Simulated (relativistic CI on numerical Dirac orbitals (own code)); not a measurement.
# Yb²⁺: how the levels respond to the fine-structure constant and the nuclear radius

How sensitive are the low transitions of Yb²⁺ to a change of α? Wanted is q = dE/dx with x = (α/α0)² − 1, and the field-shift factor by the mean square nuclear radius, for the lowest 30 levels.

The numbers are computed with relativistic CI on numerical Dirac orbitals (own code) version 4 (Dirac-Coulomb-Breit CI, KLI orbitals optimised for each configuration, valence Slater integrals scaled by 0.85, P86 correlation energy added to each configuration, derivatives by finite differences), except any that are marked as measured or tabulated.

**1. The atom as given**

| Item | Value |
| --- | --- |
| ion | Yb²⁺ (Yb III) |
| nuclear charge | 70 |
| electrons | 68 |
| isotope | A = 174 |
| first configuration | [Xe] 4f14 |

The outer shells:

[Xe] 4f14
```
[Xe] core
4f [↑↓][↑↓][↑↓][↑↓][↑↓][↑↓][↑↓]
```

**2. The run**

Settings of the run:

```ini
atom Yb  Z=70  charge=2  electrons=68
nucleus A=174  rms_radius_fm=5.3108
hamiltonian dirac-coulomb  breit=on  qed=off  c_scale=1
orbitals kli  potential=per-configuration
slater_scale 0.85
correlation p86
mixing on
configurations
  [Xe] 4f14
  [Xe] 4f13 6s
  [Xe] 4f13 5d
  [Xe] 4f13 6p
  [Kr] 4d10 4f14 5s2 5p5 5d
  [Xe] 4f13 6d
end
derivatives alpha2 +-0.01 radius +-1%
```

The run is started by

```console
$ python run_levels.py task.json out
```

The settings of every run stand in task.json; they run in order.

What does the calculation give? Wanted: lowest level; largest q in size, lowest 30 levels; largest field-shift factor among them.

As calculated:

```
                             quantity                            value
                         lowest level                          5p6 1S0
  largest q in size, lowest 30 levels   -56060 cm⁻¹ (4f13 5p6 6s 3F°4)
largest field-shift factor among them  39.3 GHz/fm² (4f13 5p6 6s 3F°2)
```

Among these levels the largest q belongs to 4f13 5p6 6s 3F°4, a change of configuration. K = 2q/E, the relative sensitivity of a level, hangs on the computed energy: between configurations that lie close it can be off by a factor of several. In a near-neutral ion this small CI can misplace whole configurations by 10,000 cm⁻¹ or more, above all where the count of f electrons changes.
